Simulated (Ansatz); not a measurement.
# AlH5O2S: a nudged elastic band, and a look at its input

Aim: a nudged elastic band from the structure below. Read the input with care, then see what the program makes of it. The step meant is a four-centre ligand exchange at charge 0 and multiplicity 1, which changes Al1–H6, S2–H5, Al1–S2, H5–H6.

Program: Ansatz 0.2.0, Gaussian basis. Level of theory: PBE0-D4/def2-SVP. These are calculated values, not measurements.

1 further run of the same task is left out (it didn't finish).

**1. The structure**

| atom | x (Å) | y (Å) | z (Å) |
| --- | --- | --- | --- |
| Al1 | -0.0970 | 0.0539 | -0.5374 |
| S2 | 1.5957 | 1.1732 | -1.3047 |
| O3 | 0.1446 | -1.5871 | -0.1997 |
| O4 | -1.5694 | 0.8796 | -0.4696 |
| H5 | 0.4260 | 0.2145 | 1.9501 |
| H6 | 0.0419 | 0.8562 | 1.8813 |
| H7 | 2.3964 | 0.0976 | -1.2012 |
| H8 | -0.5300 | -2.2003 | 0.0831 |
| H9 | -2.4083 | 0.5123 | -0.2019 |

**2. The run**

The input, run/in.yaml:

```yaml
crystal:
  periodic: [false, false, false]
  atoms:
    - {symbol: Al, position_ang: [-0.096985, 0.053903, -0.537450]}
    - {symbol: S, position_ang: [1.595749, 1.173158, -1.304675]}
    - {symbol: O, position_ang: [0.144625, -1.587065, -0.199672]}
    - {symbol: O, position_ang: [-1.569396, 0.879635, -0.469613]}
    - {symbol: H, position_ang: [0.425962, 0.214517, 1.950084]}
    - {symbol: H, position_ang: [0.041905, 0.856161, 1.881327]}
    - {symbol: H, position_ang: [2.396424, 0.097604, -1.201180]}
    - {symbol: H, position_ang: [-0.530020, -2.200322, 0.083117]}
    - {symbol: H, position_ang: [-2.408264, 0.512307, -0.201936]}
basis:
  gaussian: {orbitals: def2-SVP}
hamiltonian: {xc: pbe0, dispersion: d4}
neb:
  images: 5
  climbing: true
  max_iterations: 3
  initial_path: idpp
  final_atoms:
    - {symbol: Al, position_ang: [-0.538818, -0.280643, 0.406745]}
    - {symbol: S, position_ang: [1.456188, 0.821544, -0.781175]}
    - {symbol: O, position_ang: [-0.589559, -1.733409, -0.500230]}
    - {symbol: O, position_ang: [-1.609984, 0.976682, -0.040116]}
    - {symbol: H, position_ang: [1.430201, 1.926778, -0.017925]}
    - {symbol: H, position_ang: [-0.004875, -0.286914, 1.900039]}
    - {symbol: H, position_ang: [2.474093, 0.282792, -0.088312]}
    - {symbol: H, position_ang: [-0.403637, -2.582478, -0.105032]}
    - {symbol: H, position_ang: [-2.213607, 0.875548, -0.773995]}
```

Started as:

```
ansatz run in.yaml --threads 4 --pin off --events-out ev --progress --plain --max-ram 9574MiB
```

Output:

```text
Functional definition: PBE0
  name "PBE0"
  cite "Adamo & Barone, J. Chem. Phys. 110, 6158 (1999) doi:10.1063/1.478522"
  cite "Perdew, Burke & Ernzerhof, Phys. Rev. Lett. 77, 3865 (1996) doi:10.1103/PhysRevLett.77.3865"
  parent pbe
  parameter a = 0.25
  parameter kappa = 0.804
  parameter beta = 0.06672455060314922
  exchange = (1 - a)*pbe_x(kappa = kappa, mu = beta*pi^2/3) + a*exact_x
  correlation = pbe_c(beta = beta)
886 factors; integrals over basis functions are off by at most 5.9e-4 eV
mean field evaluation 1: about -21582.4826 eV, gradient 7.0e1 eV
mean field evaluation 2: about -21568.4620 eV, gradient 1.1e2 eV
mean field evaluation 4: about -21591.1302 eV, gradient 2.4e0 eV
mean field evaluation 8: about -21591.1441 eV, gradient 1.3e-1 eV
mean field evaluation 16: about -21591.1441 eV, gradient 8.8e-6 eV
mean field -21591.14412708 eV, -793.4599116670 hartree, gradient 8.8e-6 eV, S^2 0.000000; 0 other end points of the search recorded, 0 dependent functions left out
the calculation of the forces begins
reference -21591.14415409 eV, -793.4599126596 hartree; 25, 25 occupied and 64, 64 virtual orbitals, 886 factors
[... from here to the last solve, the lines of the solves are left out (15 solves) ...]
WARN: NEB end point (image 0): max|allowed force component| = 3.865e-1 eV/Å (the criterion of neb.relax_end_points is 1.000e-2). That is over neb.f_tol: it is no minimum, so the barrier can be far off. Relax it first
WARN: NEB end point (image 6): max|allowed force component| = 2.131e-1 eV/Å (the criterion of neb.relax_end_points is 1.000e-2). That is over neb.f_tol: it is no minimum, so the barrier can be far off. Relax it first
NEB iter   1: max|band force component| = 4.212e0 eV/Å  barrier→ = 3.9992 eV  barrier← = 3.5660 eV  Δτ_max = 0.2000 Å  (187 SCF iters)
NEB iter   2: max|band force component| = 3.981e0 eV/Å  barrier→ = 2.7086 eV  barrier← = 2.2754 eV  Δτ_max = 0.2000 Å  (142 SCF iters)
887 factors; integrals over basis functions are off by at most 1.2e-3 eV
mean field -21590.34780686 eV, -793.4306474388 hartree, gradient 2.1e-5 eV, S^2 0.000000; 0 other end points of the search recorded, 0 dependent functions left out
the calculation of the forces begins
reference -21590.34783553 eV, -793.4306484924 hartree; 25, 25 occupied and 64, 64 virtual orbitals, 887 factors
NEB iter   3: max|band force component| = 1.845e1 eV/Å  barrier→ = 1.8755 eV  barrier← = 1.4423 eV  Δτ_max = 0.1005 Å  (145 SCF iters)
Error: NEB band did not converge after 3 iterations: max|band force component| = 1.85e1 eV/Å (threshold 5.0e-2); raise `neb.max_iterations` in a new run, which can start from the last band evaluated (`neb.initial_path`, with `crystal.atoms` and `neb.final_atoms` set to its first and last images), add images, or start from endpoints closer to local minima. Where this run's directory can be resumed (`checkpoint.write`), a resume goes on for up to `neb.max_iterations` more; to start a new run from the last band, take its images' positions from the `neb_iteration` event of iteration 3 (`data.images[].positions_ang`), in the event stream of the run that computed that iteration (not this run's, if it was resumed behind it). With `checkpoint.write`, `steps/00-neb/state/checkpoint.json` in the run directory holds the last saved band, under `neb.evaluated.images[].positions_ang` (a band under a hybrid functional on support functions is neither saved nor resumed: `neb.initial_path` says where its path is): check the last entry of `neb.iterations` there, which is earlier than 3 if that iteration was not saved or its write failed. If the band's step has no `state` directory and holds `state.next`, a write was cut short, and the file is under `state.next` instead (behind a loss of power it can be under `state.prev`)
a run's events are kept only if it was started with --events-out <file>, and are in that file
```

Wall time 16 s (4 threads of Arm Neoverse V2, shared host).

**3. Diagnosis**

The run did not converge within its limit, so it gives no result.

Three iterations were allowed, too few to relax the band.

Remedy: raise max_iterations.

**4. Summary of results**

| quantity | value |
| --- | --- |
| this run | not converged |
| fault | too few iterations |

What this shows: Three iterations were allowed, too few to relax the band.

For comparison, these settings ran to the end on the same system (24 iterations):

```yaml
hamiltonian: {xc: pbe0, dispersion: d4}
neb:
  images: 5
  climbing: true
  max_iterations: 40
  initial_path: idpp
```
